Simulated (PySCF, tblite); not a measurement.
**C6H5F: geometry, infrared bands, NMR shifts and spin-spin couplings**

Wanted: the infrared bands, NMR shifts and spin-spin couplings of C6H5F (`C#C[C@@H]1C(=C)[C@H]1F`), by calculation.

Computed with tblite 0.8.0 and PySCF 2.14.0, with density-fitted response routines of our own, on a single molecule in the gas phase. Atoms are numbered from 0 throughout.

## (1) The molecule as given

12 atoms, charge 0, multiplicity 1; geometry from: force field or distance geometry start.

Bonds of the start (Å): C0–C1 1.20, C1–C2 1.43, C2–C3 1.43, C3–C4 1.31, C3–C5 1.40, C5–F6 1.38, C5–C2 1.58, C0–H7 1.06, C2–H8 1.08, C4–H9 1.09, C4–H10 1.09, C5–H11 1.07.

## (2) Geometry optimisation with GFN2-xTB

The job: settings as JSON, then the geometry in Å.

```
{"job": {"kind": "relax", "xc": "GFN2-xTB", "basis": "xTB"}, "charge": 0, "multiplicity": 1}
C      2.618700     0.263500    -0.990600
C      1.638300    -0.017000    -0.348700
C      0.498200    -0.373800     0.444100
C     -0.865400    -0.186600     0.048900
C     -1.867300    -0.663500    -0.648400
C     -0.427200     0.800200     0.940800
F     -0.843500     0.747800     2.255100
H      3.474300     0.524800    -1.563900
H      0.654100    -1.180500     1.150100
H     -2.834800    -0.167000    -0.650600
H     -1.754600    -1.557700    -1.260300
H     -0.289500     1.809100     0.597500
```

The run is started by

```sh
> OMP_NUM_THREADS=1 python probes_run.py task.json out
```

This one command runs all jobs of the session in turn.

The program printed:

```text
step      E/eV     max force
  0    -543.57900    3.534
  1    -543.64493    3.084
  2    -543.71416    0.905
  3    -543.72223    1.575
  4    -543.73804    0.517
  5    -543.74694    0.273
  6    -543.75575    0.238
  7    -543.76321    0.258
  8    -543.76833    0.171
  9    -543.77050    0.076
 10    -543.77120    0.063
 11    -543.77167    0.055
 12    -543.77213    0.052
 13    -543.77245    0.045
 14    -543.77265    0.036
 15    -543.77282    0.031
 16    -543.77299    0.034
 17    -543.77317    0.032
 18    -543.77336    0.040
 19    -543.77361    0.049
 20    -543.77398    0.053
 21    -543.77442    0.061
 22    -543.77482    0.057
 23    -543.77516    0.056
 24    -543.77546    0.055
 25    -543.77575    0.051
 26    -543.77598    0.039
 27    -543.77613    0.034
 28    -543.77626    0.033
 29    -543.77642    0.035
 30    -543.77659    0.035
 31    -543.77673    0.041
 32    -543.77685    0.034
 33    -543.77696    0.032
 34    -543.77710    0.033
 35    -543.77722    0.026
 36    -543.77732    0.025
 37    -543.77739    0.024
 38    -543.77744    0.022
 39    -543.77748    0.015
 40    -543.77750    0.014
 41    -543.77751    0.011
 42    -543.77753    0.010
```

Run time: 0.18 s. Hardware: 1 thread of Arm Neoverse V1, shared host.

Step by step: (not every step is listed)

| step | energy from step 0 (eV) | largest force (eV/Å) |
| --- | --- | --- |
| 0 | 0.0000 | 3.5342 |
| 1 | -0.0659 | 3.0845 |
| 2 | -0.1352 | 0.9046 |
| 3 | -0.1432 | 1.5750 |
| 4 | -0.1590 | 0.5171 |
| 5 | -0.1679 | 0.2733 |
| 6 | -0.1768 | 0.2380 |
| 7 | -0.1842 | 0.2581 |
| 8 | -0.1893 | 0.1709 |
| 10 | -0.1922 | 0.0631 |
| 12 | -0.1931 | 0.0524 |
| 14 | -0.1937 | 0.0357 |
| 16 | -0.1940 | 0.0342 |
| 18 | -0.1944 | 0.0397 |
| 20 | -0.1950 | 0.0528 |
| 22 | -0.1958 | 0.0574 |
| 24 | -0.1965 | 0.0553 |
| 26 | -0.1970 | 0.0389 |
| 28 | -0.1973 | 0.0334 |
| 30 | -0.1976 | 0.0346 |
| 32 | -0.1979 | 0.0344 |
| 34 | -0.1981 | 0.0326 |
| 36 | -0.1983 | 0.0250 |
| 37 | -0.1984 | 0.0242 |
| 38 | -0.1984 | 0.0225 |
| 39 | -0.1985 | 0.0146 |
| 40 | -0.1985 | 0.0145 |
| 41 | -0.1985 | 0.0106 |
| 42 | -0.1985 | 0.0104 |

Distances of close pairs at the start and the end, largest changes first:

```
  bond  before (Å)  after (Å)  change (Å)
 C3–C5       1.400      1.462      +0.062
 C2–C5       1.575      1.524      -0.051
 C2–C3       1.432      1.480      +0.048
 C0–H7       1.063      1.048      -0.014
 C5–F6       1.380      1.367      -0.013
C4–H10       1.089      1.078      -0.011
C5–H11       1.075      1.085      +0.010
 C4–H9       1.087      1.078      -0.009
```

The end geometry stands in the next job.

## (3) Harmonic vibrations with GFN2-xTB

The job: settings as JSON, then the geometry in Å.

```
{"job": {"kind": "ir", "xc": "GFN2-xTB", "basis": "xTB"}, "charge": 0, "multiplicity": 1}
C      2.543001     0.252345    -1.027030
C      1.619646    -0.027151    -0.317435
C      0.506573    -0.334341     0.525052
C     -0.880554    -0.197883     0.027215
C     -1.847362    -0.671591    -0.713935
C     -0.403965     0.796721     0.987689
F     -0.864486     0.762841     2.274278
H      3.360397     0.480236    -1.642656
H      0.692121    -1.129353     1.241036
H     -2.819432    -0.205587    -0.739342
H     -1.707683    -1.545681    -1.329561
H     -0.197058     1.818758     0.688663
```

The program printed:

```text
mode    cm-1     km/mol
  1     107.3      0.39
  2     145.2      0.72
  3     190.0      3.87
  4     303.6      1.53
  5     336.6      4.58
  6     361.1      3.45
  7     423.5      2.69
  8     580.3     16.17
  9     650.2      6.88
 10     657.0     21.20
 11     681.5     12.70
 12     823.3      5.66
 13     887.6      9.52
 14     909.2     40.01
 15     953.4      9.07
 16     972.6      2.87
 17    1036.1      2.90
 18    1050.6     56.52
 19    1122.7     13.49
 20    1149.0     34.80
 21    1236.6     15.55
 22    1305.2     52.34
 23    1417.7      7.31
 24    1875.3     14.01
 25    2286.7     22.54
 26    3012.8      1.48
 27    3025.3     25.75
 28    3083.4     13.01
 29    3103.8     22.33
 30    3403.4     10.20
```

Run time: 0.25 s. Hardware: 1 thread of Arm Neoverse V1, shared host.

The strongest bands and the atoms that carry them (share of the mass-weighted mode):

```
cm⁻¹  km/mol                                atoms
 657    21.2                     H7 72 %, C0 10 %
 909    40.0  H10 27 %, H9 19 %, C5 14 %, C4 13 %
1051    56.5   H8 21 %, C5 20 %, H9 14 %, C3 10 %
1149    34.8           H11 37 %, C5 27 %, F6 11 %
1305    52.3           C2 31 %, C5 26 %, H11 15 %
2287    22.5                     C1 59 %, C0 31 %
3025    25.8                    H11 72 %, H8 21 %
3104    22.3                    H10 50 %, H9 40 %
```

## (4) NMR shieldings: PBE0/pcSseg-1

Settings changed since step 3:

```diff
@@ -1,2 +1,2 @@
-{"job": {"kind": "ir", "xc": "GFN2-xTB", "basis": "xTB"}, "charge": 0, "multiplicity": 1}
+{"job": {"kind": "nmr", "xc": "PBE0", "basis": "pcSseg-1"}, "charge": 0, "multiplicity": 1}
 C      2.543001     0.252345    -1.027030
```

Level: GIAO PBE0/pcSseg-1 NMR shielding, non-relativistic, gas phase.

The program printed:

```text
coarse grid: 10704 points
cycle   1  E = -330.8122664805  dE =  1.203e+00  |g| = 5.424e-01  |ddm| = 3.457e+00
cycle   2  E = -330.7829424500  dE =  2.932e-02  |g| = 7.049e-01  |ddm| = 1.163e+00
cycle   3  E = -330.8679954717  dE = -8.505e-02  |g| = 1.292e-01  |ddm| = 6.827e-01
cycle   4  E = -330.8711590833  dE = -3.164e-03  |g| = 6.261e-02  |ddm| = 1.543e-01
cycle   5  E = -330.8720430800  dE = -8.840e-04  |g| = 1.969e-02  |ddm| = 5.367e-02
cycle   6  E = -330.8721257922  dE = -8.271e-05  |g| = 4.849e-03  |ddm| = 1.979e-02
cycle   7  E = -330.8721307994  dE = -5.007e-06  |g| = 1.696e-03  |ddm| = 4.601e-03
final grid: 105712 points
cycle   8  E = -330.9217284649  dE = -2.942e-05  |g| = 6.616e-03  |ddm| = 4.113e-02
cycle   9  E = -330.9217195856  dE =  8.879e-06  |g| = 9.388e-03  |ddm| = 1.539e-02
cycle  10  E = -330.9217388102  dE = -1.922e-05  |g| = 1.728e-03  |ddm| = 8.800e-03
cycle  11  E = -330.9217394460  dE = -6.358e-07  |g| = 4.713e-04  |ddm| = 1.500e-03
cycle  12  E = -330.9217394937  dE = -4.764e-08  |g| = 1.856e-04  |ddm| = 4.783e-04
cycle  13  E = -330.9217395013  dE = -7.622e-09  |g| = 5.023e-05  |ddm| = 1.587e-04
cycle  14  E = -330.9217395019  dE = -5.782e-10  |g| = 1.017e-05  |ddm| = 5.056e-05
converged SCF energy = -330.9217395019

GIAO shielding tensors (ppm)
atom      isotropic    diamagn.    paramagn.     s11        s22        s33       span
  0 C      114.520     257.054    -142.534     37.428     45.057    261.077    223.649
  1 C      101.522     255.760    -154.238     -1.728     12.300    293.995    295.723
  2 C      170.315     249.936     -79.622    142.368    152.492    216.084     73.716
  3 C       46.032     263.105    -217.073    -46.887      1.642    183.341    230.228
  4 C       67.582     255.247    -187.665    -37.809     67.243    173.313    211.122
  5 C      110.929     244.921    -133.991     56.726     87.152    188.909    132.183
  6 F      390.363     468.416     -78.054    341.636    386.025    443.427    101.791
  7 H       30.465      33.761      -3.296     24.936     25.278     41.179     16.243
  8 H       29.298      27.717       1.581     23.210     27.775     36.909     13.699
  9 H       25.281      28.910      -3.629     22.929     23.963     28.951      6.022
 10 H       25.454      30.250      -4.796     22.976     23.953     29.433      6.457
 11 H       26.758      29.183      -2.426     22.414     26.909     30.950      8.536
```

Wall time 18 s (1 thread of Arm Neoverse V1, shared host); peak memory 0.69 GiB.

The references, computed at this level on geometries of the same kind, shield at (ppm): 1H TMS 31.72, 13C TMS 186.9, 19F CFCl3 170.9. Their shielding less the atom's gives the shift. The references are single molecules in the gas phase, so shifts against H2O, NH3, PH3, H3PO4 or CFCl3 are not on the usual liquid scales and can be off by tens of ppm.

| atoms | environment | σ (ppm) | δ (ppm) | δ scaled to CDCl3 |
| --- | --- | --- | --- | --- |
| C3 | fully substituted alkene carbon | 46.0 | 140.9 | 135.6 |
| C4 | terminal =CH2 carbon | 67.6 | 119.3 | 114.6 |
| C1 | alkyne carbon | 101.5 | 85.4 | 81.4 |
| C5 | three-membered-ring carbon bearing a halogen | 110.9 | 76.0 | 72.3 |
| C0 | terminal alkyne carbon | 114.5 | 72.4 | 68.8 |
| C2 | three-membered-ring carbon | 170.3 | 16.6 | 14.3 |
| H9 | hydrogen on a terminal =CH2 carbon | 25.28 | 6.44 | 6.17 |
| H10 | hydrogen on a terminal =CH2 carbon | 25.45 | 6.26 | 6.01 |
| H11 | hydrogen on a three-membered-ring carbon bearing a halogen | 26.76 | 4.96 | 4.78 |
| H8 | hydrogen on a three-membered-ring carbon | 29.30 | 2.42 | 2.39 |
| H7 | hydrogen on a terminal alkyne carbon | 30.46 | 1.25 | 1.29 |
| F6 | fluorine on an sp3 carbon | 390.4 | -219.4 | – |

The scaled column applies a straight-line fit of computed shieldings to shifts measured in CDCl3, and one for carbons that bear F (root-mean-square error 0.16 ppm for H, 1.9 ppm for C).

Charges from the same density, by scheme (e):

```
atoms  Mulliken    IAO  Hirshfeld  ESP fit
   C0     -0.35  -0.24      -0.12    -0.45
   C1      0.31  -0.03      -0.04     0.02
   C2     -0.28  -0.18      -0.04    -0.10
   C3     -0.20  -0.01      -0.01     0.12
   C4     -0.09  -0.29      -0.08    -0.49
   C5      0.29   0.16       0.05     0.06
   F6     -0.30  -0.30      -0.11    -0.20
```

Mayer bond orders: C0–C1 2.48, C1–C2 1.03, C2–C3 0.86, C3–C4 2.07, C3–C5 0.91, C5–F6 0.93, C5–C2 0.90.

Ring of atoms C2, C3, C5: NICS(0) -25.8, NICS(1) -7.6, NICS(1)zz -16.1 ppm (means of both faces; NICS(1) differs between them: -8.7 and -6.4).

In rings of three or four atoms NICS is ruled by the nearby σ bonds, so it says little on aromaticity.

Orbitals, density, ELF and potential are computed afterwards from the orbital file.

Frontier orbitals at PBE0/pcSseg-1, with the share of their density that lies nearest to each atom:

```csv
orbital,energy (eV),lies on
HOMO,-7.64,C0 38 %; C1 26 %; C2 10 %
LUMO,-0.77,"C3, C4 about 27 % each; H8, H9, H10 about 8 % each; C5 6 %"
```

ELF in a plane through or near 5 of the atoms.

Ten even steps from '0' (0.00) to '9' (1.00):
```
0000000000000000000000000000
0000000000000000000000000000
0000000000000000000000000000
0000000000000035531000000000
0000000000000068874000000000
0000000000000047287100000000
0000000000002347775000000000
0000002332126953310000000000
0000014566556866630000000000
0000025786287372464100000000
0000256663958683387321000000
0001688538763256843663000000
0000688668741013522652000000
0000123355420003999410000000
0000000123200006999500000000
0000000000000003999300000000
0000000000000000253000000000
0000000000000000000000000000
0000000000000000000000000000
0000000000000000000000000000
```
The map spans 12.4 Å across and 9.8 Å up, centred on the molecule. Atoms in the plane (x, y in Å): C1 (-1.6, -0.2), C3 (0.9, -0.1), C4 (1.8, -1.1), F6 (1.1, 2.3), H10 (1.7, -2.0).

log10 of the density (e/Å³) in the same plane.

Ten even steps from '0' (-4.0) to '9' (1.5):
```
0000000000000000000000000000
0000000000000001100000000000
0000000000000123332000000000
0000000000001345554200000000
0000000000112467775310000000
0000000112234568986420000000
0000012233345677876310000000
0000123444556777654320000000
0001234556667777654321000000
0002345667777777765433100000
0012456778977778876543210000
0013456777766567777654310000
0013456666654456777654310000
0002344554443345677543210000
0001223343332235676542100000
0000011222211123455321000000
0000000000000012333210000000
0000000000000000111000000000
0000000000000000000000000000
0000000000000000000000000000
```
The map spans 12.4 Å across and 9.8 Å up, centred on the molecule. Atoms in the plane (x, y in Å): C1 (-1.6, -0.2), C3 (0.9, -0.1), C4 (1.8, -1.1), F6 (1.1, 2.3), H10 (1.7, -2.0).

On the surface of density 0.002 e/bohr³ the electrostatic potential runs, from the 1st to the 99th percentile, from -0.89 V near F6 to 1.33 V near H7.

## (5) Spin-spin couplings: B3LYP/pcJ-1

Settings changed since step 4:

```diff
@@ -1,2 +1,2 @@
-{"job": {"kind": "nmr", "xc": "PBE0", "basis": "pcSseg-1"}, "charge": 0, "multiplicity": 1}
+{"job": {"kind": "j", "xc": "B3LYP", "basis": "pcJ-1"}, "charge": 0, "multiplicity": 1}
 C      2.543001     0.252345    -1.027030
```

Level: B3LYP/pcJ-1 indirect spin-spin coupling, non-relativistic, gas phase.

The program printed:

```text
coarse grid: 10704 points
cycle   1  E = -331.2171729373  dE =  1.115e+00  |g| = 5.976e-01  |ddm| = 3.299e+00
cycle   2  E = -331.1710588118  dE =  4.611e-02  |g| = 8.105e-01  |ddm| = 1.127e+00
cycle   3  E = -331.2806984667  dE = -1.096e-01  |g| = 1.545e-01  |ddm| = 6.937e-01
cycle   4  E = -331.2847465046  dE = -4.048e-03  |g| = 8.201e-02  |ddm| = 1.720e-01
cycle   5  E = -331.2862325949  dE = -1.486e-03  |g| = 2.889e-02  |ddm| = 6.747e-02
cycle   6  E = -331.2864094772  dE = -1.769e-04  |g| = 5.812e-03  |ddm| = 2.210e-02
cycle   7  E = -331.2864161720  dE = -6.695e-06  |g| = 2.345e-03  |ddm| = 5.435e-03
final grid: 105712 points
cycle   8  E = -331.3476687843  dE = -1.320e-04  |g| = 6.729e-03  |ddm| = 2.199e-02
cycle   9  E = -331.3476537378  dE =  1.505e-05  |g| = 1.065e-02  |ddm| = 1.322e-02
cycle  10  E = -331.3476779542  dE = -2.422e-05  |g| = 1.338e-03  |ddm| = 8.386e-03
cycle  11  E = -331.3476782553  dE = -3.012e-07  |g| = 6.994e-04  |ddm| = 1.363e-03
cycle  12  E = -331.3476783469  dE = -9.158e-08  |g| = 3.481e-04  |ddm| = 6.796e-04
cycle  13  E = -331.3476783759  dE = -2.901e-08  |g| = 6.387e-05  |ddm| = 2.612e-04
cycle  14  E = -331.3476783768  dE = -8.798e-10  |g| = 1.298e-05  |ddm| = 5.799e-05
converged SCF energy = -331.3476783768

Indirect spin-spin couplings (Hz)
  i      j    bonds     total        FC       PSO       DSO        SD
  0 C    1 C    1    203.043   195.003     7.932     0.109         -
  0 C    2 C    2     15.151    15.472    -0.197    -0.124         -
  0 C    3 C    3      2.393     2.091     0.358    -0.056         -
  0 C    4 C    4      0.392     0.264     0.179    -0.050         -
  0 C    5 C    3      3.403     3.122     0.328    -0.047         -
  0 C    6 F    4      1.267     1.242     1.268    -0.267    -0.976
  0 C    7 H    1    264.945   265.712    -1.193     0.426         -
  0 C    8 H    3      4.064     3.763     0.743    -0.443         -
  0 C    9 H    5      0.304     0.298     0.248    -0.242         -
  1 C    2 C    1     93.934    95.679    -2.012     0.267         -
  1 C    3 C    2     -6.515    -6.230    -0.309     0.024         -
  1 C    4 C    3      2.057     2.077     0.014    -0.033         -
  1 C    5 C    2     -3.672    -3.550    -0.161     0.038         -
  1 C    6 F    3     -6.496    -6.056    -0.819    -0.238     0.618
  1 C    7 H    2     52.724    47.982     5.945    -1.203         -
  1 C    8 H    2     -8.531    -8.390    -0.003    -0.137         -
  1 C    9 H    4     -2.327    -2.323     0.257    -0.262         -
  1 C   10 H    4     -1.631    -1.657     0.051    -0.025         -
  1 C   11 H    3      4.637     4.552    -0.063     0.148         -
  2 C    3 C    1     22.911    23.662    -1.018     0.267         -
  2 C    4 C    2     -2.583    -2.147    -0.359    -0.077         -
  2 C    5 C    1     13.509    13.667    -0.436     0.278         -
  2 C    6 F    2     15.203    13.240     2.654    -0.087    -0.604
  2 C    7 H    3      4.208     4.161     0.499    -0.452         -
  2 C    8 H    1    173.971   172.462     0.373     1.137         -
  2 C    9 H    3     10.960    11.136     0.273    -0.449         -
  2 C   10 H    3      5.927     6.027     0.025    -0.124         -
  2 C   11 H    2     -0.146    -0.225     0.295    -0.215         -
  3 C    4 C    1    106.007   114.822    -9.020     0.205         -
  3 C    5 C    1     30.449    31.969    -1.811     0.291         -
  3 C    6 F    2     -2.834     3.428    -4.507    -0.095    -1.659
  3 C    7 H    4     -1.970    -2.031     0.311    -0.250         -
  3 C    8 H    2     -5.947    -6.141     0.343    -0.149         -
  3 C    9 H    2     -0.595     1.179    -1.382    -0.392         -
  3 C   10 H    2     -3.219    -1.452    -1.375    -0.392         -
  3 C   11 H    2      0.364     0.421     0.165    -0.221         -
  4 C    5 C    2     -1.839    -1.909     0.141    -0.072         -
  4 C    6 F    3      1.765     5.079    -3.041    -0.235    -0.038
  4 C    8 H    3      4.051     4.100     0.256    -0.305         -
  4 C    9 H    1    171.327   170.492     0.253     0.582         -
  4 C   10 H    1    168.850   167.993     0.276     0.581         -
  4 C   11 H    3      1.562     1.577     0.321    -0.336         -
  5 C    6 F    1   -306.207  -342.497    18.512     0.836    16.942
  5 C    7 H    4     -2.656    -2.728     0.297    -0.225         -
  5 C    8 H    2     -4.436    -4.631     0.333    -0.138         -
  5 C    9 H    3      5.801     5.825     0.093    -0.117         -
  5 C   10 H    3     11.769    11.807     0.391    -0.429         -
  5 C   11 H    1    208.077   207.714    -0.899     1.262         -
  6 F    7 H    5     -0.775    -1.138     1.164    -0.948     0.148
  6 F    8 H    3      8.012     6.772     2.070     0.044    -0.875
  6 F    9 H    4     -2.115    -1.263     0.239    -0.462    -0.628
  6 F   10 H    4     -1.647    -1.220     0.317    -1.289     0.545
  6 F   11 H    2     71.128    65.144    10.189    -1.327    -2.878
  7 H    8 H    4     -3.401    -3.353     1.511    -1.559         -
  7 H    9 H    6     -0.427    -0.345     0.778    -0.860         -
  7 H   10 H    6     -0.236    -0.155     0.481    -0.562         -
  8 H    9 H    4     -4.174    -4.057     1.486    -1.602         -
  8 H   10 H    4     -3.400    -3.312     0.486    -0.574         -
  8 H   11 H    3      1.655     1.676     2.624    -2.646         -
  9 H   10 H    2     -1.762    -1.985     3.826    -3.603         -
  9 H   11 H    4     -1.288    -1.200     0.572    -0.660         -
 10 H   11 H    4     -1.954    -1.853     1.548    -1.648         -
```

It took 33 s on 1 thread of Arm Neoverse V1, shared host; peak memory 0.94 GiB.

A choice of the couplings up to four bonds, sorted by the number of bonds; isotopes 13C, 19F, 1H:

```csv
pair,bonds,J (Hz),Fermi contact (Hz),dihedral (°)
C5–F6,1,-306.2,-342.5,–
C0–H7,1,264.9,265.7,–
C5–H11,1,208.1,207.7,–
C0–C1,1,203.0,195.0,–
C2–H8,1,174.0,172.5,–
C4–H9,1,171.3,170.5,–
C4–H10,1,168.8,168.0,–
C3–C4,1,106.0,114.8,–
C1–C2,1,93.9,95.7,–
F6–H11,2,71.1,65.1,–
C1–H7,2,52.7,48.0,–
C2–F6,2,15.2,13.2,–
C0–C2,2,15.2,15.5,–
C1–H8,2,-8.5,-8.4,–
C1–C3,2,-6.5,-6.2,–
C3–H8,2,-5.9,-6.1,–
C5–H8,2,-4.4,-4.6,–
C1–C5,2,-3.7,-3.5,–
C5–H10,3,11.8,11.8,-179
C2–H9,3,11.0,11.1,177
F6–H8,3,8.0,6.8,3
C1–F6,3,-6.5,-6.1,-140
C2–H10,3,5.9,6.0,-3
C5–H9,3,5.8,5.8,1
C1–H11,3,4.6,4.6,-1
C2–H7,3,4.2,4.2,–
C0–H8,3,4.1,3.8,–
H8–H9,4,-4.2,-4.1,–
H7–H8,4,-3.4,-3.4,–
H8–H10,4,-3.4,-3.3,–
C5–H7,4,-2.7,-2.7,–
C1–H9,4,-2.3,-2.3,–
F6–H9,4,-2.1,-1.3,–
C3–H7,4,-2.0,-2.0,–
H10–H11,4,-2.0,-1.9,–
F6–H10,4,-1.6,-1.2,–
```

The spin-dipole term was solved for some atoms only; pairs without it lack that part.

Joined with the shifts from before (PBE0/pcSseg-1, scaled to CDCl3), the couplings predict the line list below for 600 MHz. H–H couplings in it are scaled by factors fitted to measured ones, so they differ from the table.

1H NMR δ 6.17 (ddt, J = 4.2, 2.1, 1.5 Hz, 1H), 6.01 (m, 1H), 4.78 (dq, J = 71.1, 1.6 Hz, 1H), 2.39 (m, 1H), 1.29 (d, J = 3.4 Hz, 1H).

## (6) Results

| quantity | value |
| --- | --- |
| strongest single infrared mode (GFN2-xTB) | 1051 cm⁻¹, 57 km/mol |
| zero-point energy (GFN2-xTB) | 53.0 kcal/mol |
| 13C shifts against TMS (PBE0/pcSseg-1) | 140.9, 119.3, 85.4, 76.0, 72.4, 16.6 ppm |
| 1H shifts against TMS (PBE0/pcSseg-1) | 6.44, 6.26, 4.96, 2.42, 1.25 ppm |
| 19F shifts against CFCl3 (PBE0/pcSseg-1) | -219.4 ppm |
| surface potential, 1st and 99th percentile | -0.89 V and 1.33 V |
| largest coupling of the table (B3LYP/pcJ-1) | 1J(C,F) C5–F6, -306.2 Hz |

Relaxing lowered the energy by 0.199 eV in 42 steps; the close pair that moved most is C3–C5, from 1.400 to 1.462 Å. No mode is imaginary among the 30: a minimum at this level. The strongest single mode, at 1051 cm⁻¹, is spread over several atoms, H8, C5, H9, C3 among them. GFN2-xTB is a fitted tight-binding method: band positions and strengths are rough. Its intensities can rank the bands wrongly. The most deshielded carbon is C3 (fully substituted alkene carbon), at 140.9 ppm: the olefinic region. At PBE0/pcSseg-1: Shielding is most anisotropic at C1 (span 296 ppm, paramagnetic term -154 ppm). At PBE0/pcSseg-1, counted by nearest atom on the grid, the HOMO lies on C0 38 %; C1 26 %, the LUMO on C3, C4 about 27 % each; H8, H9, H10 about 8 % each. In the run at B3LYP/pcJ-1, the largest coupling of the table is C5–F6, -306.2 Hz, of which the Fermi-contact term gives -342.5 Hz. Couplings across rotatable bonds belong to this one conformer; where others are populated, the observed values are averages.
